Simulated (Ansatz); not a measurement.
MnSb4:

```
Sb Mn
1.0
     3.08050    0.00000    0.00000
     0.00000    3.08050    0.00000
     0.00000    0.00000   14.99420
Sb Mn
4 1
Cartesian
  0.0000 0.0000 12.2905
  0.0000 0.0000 9.0048
  0.0000 0.0000 5.9894
  0.0000 0.0000 2.7037
  0.0000 0.0000 0.0000
```

The cell comes from a database or a generator and needn't be the stable form of this composition.

Base run:

* Program: Ansatz 0.2.0
* Functional: LDA
* Potentials or basis: Ansatz PAW
* Cutoff: 420 eV (not typed: the program's choice for these potentials)
* k mesh: 9 × 9 × 2
* Occupations: fermi-dirac, width 0.05 eV
* Spin: collinear spin, ferromagnetic start
* Starting moments: [0.0, 0.0, 0.0, 0.0, 4.0] μB
* Hubbard terms: Mn d U = 4 eV

Its results: band gap on the k mesh none (metal or under the smearing width); pressure -2.5 GPa; net moment 4.51 μB per cell; site moments Sb -0.02, +0.01; Mn +4.24 μB; largest force 0.325 eV/Å.

Q: After a change of settings the same cell gave: band gap on the k mesh none (metal or under the smearing width); pressure -1.6 GPa; net moment 4.89 μB per cell; site moments Sb -0.01, +0.01; Mn +4.50 μB; largest force 0.628 eV/Å. Which change was it?
A. hubbard terms from Mn d U = 4 eV to Mn d U = 6 eV
B. hubbard terms from Mn d U = 4 eV to none; hubbard projectors from ortho-atomic (the default) to none
C. hubbard terms from Mn d U = 4 eV to Mn d U = 2 eV

A: A.

Caveats: the magnetic or orbital state may not be the lowest; a cell with one magnetic atom can't hold antiferromagnetic order, which such compounds often take; the PAW data sets come from PBE, with cores solved anew for the run's functional, which leaves a small shift of forces and pressure; the U is typed as a test and isn't derived for this compound; the density of states is complete only up to the lowest level of the last band computed.
